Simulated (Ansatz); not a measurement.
# C12H13NSi: small, medium and large basis sets

How large a basis does C12H13NSi need? Two functionals are run in growing sets.

The runs use Ansatz 0.2.0, Gaussian basis; one geometry, several basis sets.

Levels to be run: PBE0-D4/def2-SVP; ωB97M-V/def2-SVP; PBE0-D4/def2-QZVPP; ωB97M-V/def2-QZVPP; the functionals' def2-TZVPP values are taken from earlier runs.

### Step 1. The geometry

An earlier PBE0-D4 in a triple-zeta def2 set relaxation fixed the geometry.

SMILES `[SiH3]N(c1ccccc1)c1ccccc1`, 27 atoms, charge 0, spin multiplicity 1.

Atoms are counted from 1 here; the program's logs count them from 0.

Bond lengths: Si1–N2 1.744 Å, Si1–H15 1.480 Å, Si1–H16 1.485 Å, Si1–H17 1.490 Å, N2–C3 1.401 Å, N2–C9 1.419 Å, C3–C4 1.396 Å, C3–C8 1.397 Å, C4–C5 1.385 Å, C4–H18 1.085 Å, C5–C6 1.386 Å, C5–H19 1.084 Å, C6–C7 1.388 Å, C6–H20 1.083 Å, C7–C8 1.383 Å, C7–H21 1.084 Å, C8–H22 1.083 Å, C9–C10 1.393 Å and more. Angles: N2–Si1–H15 106.6°, N2–Si1–H16 109.8°, N2–Si1–H17 112.5°, H15–Si1–H16 111.2°, H15–Si1–H17 109.0°, H16–Si1–H17 107.9°, Si1–N2–C3 121.3°, Si1–N2–C9 119.7°, C3–N2–C9 118.7°, N2–C3–C4 120.4°, N2–C3–C8 121.2°, C4–C3–C8 118.4°, C3–C4–C5 120.7°, C3–C4–H18 120.2°, C5–C4–H18 119.1°, C4–C5–C6 120.6°, C4–C5–H19 119.2°, C6–C5–H19 120.2° and more.

As a file:

```
Si   -2.10641   -1.19886    1.13048
N    -0.74308   -0.45706    0.33520
C    -0.91218    0.62281   -0.54183
C    -2.10602    1.34706   -0.54795
C    -2.30142    2.38188   -1.44749
C    -1.30920    2.72996   -2.34972
C    -0.11710    2.01939   -2.34190
C     0.08382    0.97639   -1.45595
C     0.57456   -0.85798    0.67740
C     1.45160    0.04849    1.26832
C     2.73207   -0.34503    1.61529
C     3.14992   -1.65001    1.39014
C     2.27834   -2.55531    0.80617
C     0.99969   -2.16004    0.44227
H    -1.59888   -2.42556    1.78487
H    -3.15664   -1.52002    0.13096
H    -2.71297   -0.31356    2.16435
H    -2.88746    1.11591    0.16870
H    -3.23792    2.92783   -1.42995
H    -1.46070    3.54416   -3.04782
H     0.66989    2.27363   -3.04324
H     1.01498    0.42428   -1.47175
H     1.11808    1.06418    1.44750
H     3.40542    0.36928    2.07534
H     4.15097   -1.95776    1.66829
H     2.59647   -3.57475    0.62006
H     0.32246   -2.85960   -0.03412
```

### Step 2. PBE0-D4 in def2-SVP

File in.yaml:

```yaml
crystal:
  periodic: [false, false, false]
  atoms:
    - {symbol: Si, position_ang: [-2.106406, -1.198863, 1.130479]}
    - {symbol: N, position_ang: [-0.743079, -0.457064, 0.335195]}
    - {symbol: C, position_ang: [-0.912184, 0.622813, -0.541826]}
    - {symbol: C, position_ang: [-2.106024, 1.347057, -0.547955]}
    - {symbol: C, position_ang: [-2.301419, 2.381878, -1.447494]}
    - {symbol: C, position_ang: [-1.309203, 2.729960, -2.349724]}
    - {symbol: C, position_ang: [-0.117103, 2.019387, -2.341903]}
    - {symbol: C, position_ang: [0.083816, 0.976391, -1.455951]}
    - {symbol: C, position_ang: [0.574565, -0.857983, 0.677402]}
    - {symbol: C, position_ang: [1.451603, 0.048492, 1.268324]}
    - {symbol: C, position_ang: [2.732070, -0.345031, 1.615290]}
    - {symbol: C, position_ang: [3.149917, -1.650014, 1.390141]}
    - {symbol: C, position_ang: [2.278338, -2.555308, 0.806174]}
    - {symbol: C, position_ang: [0.999693, -2.160039, 0.442274]}
    - {symbol: H, position_ang: [-1.598883, -2.425557, 1.784872]}
    - {symbol: H, position_ang: [-3.156635, -1.520017, 0.130959]}
    - {symbol: H, position_ang: [-2.712967, -0.313561, 2.164350]}
    - {symbol: H, position_ang: [-2.887457, 1.115913, 0.168697]}
    - {symbol: H, position_ang: [-3.237918, 2.927829, -1.429950]}
    - {symbol: H, position_ang: [-1.460697, 3.544162, -3.047824]}
    - {symbol: H, position_ang: [0.669888, 2.273625, -3.043241]}
    - {symbol: H, position_ang: [1.014980, 0.424282, -1.471751]}
    - {symbol: H, position_ang: [1.118079, 1.064181, 1.447496]}
    - {symbol: H, position_ang: [3.405423, 0.369285, 2.075336]}
    - {symbol: H, position_ang: [4.150975, -1.957761, 1.668294]}
    - {symbol: H, position_ang: [2.596466, -3.574752, 0.620057]}
    - {symbol: H, position_ang: [0.322463, -2.859602, -0.034121]}
basis:
  gaussian: {orbitals: def2-SVP}
hamiltonian: {xc: pbe0, dispersion: d4}
output: {orbitals: {seedname: orbitals}}
```

Run with:

```
ansatz run in.yaml --threads 11 --pin off --events-out ev --progress --plain --max-ram 120832MiB --backend cpu
```

Further steps of the session: ωB97M-V in def2-SVP; PBE0-D4 in def2-QZVPP; ωB97M-V in def2-QZVPP.

Before running them: what should the planned runs give, taken together? Wanted: PBE0-D4: double and triple zeta above quadruple; ωB97M-V: double and triple zeta above quadruple.

The runs gave:

| quantity | value |
| --- | --- |
| PBE0-D4: double and triple zeta above quadruple | 18.68, 1.00 eV |
| ωB97M-V: double and triple zeta above quadruple | 19.25, 0.92 eV |

**Reading.** For PBE0-D4 the step from double to triple zeta gains 17.69 eV and the next only 1.00 eV. Total energies overstate the basis error of differences, where much of it tends to cancel.
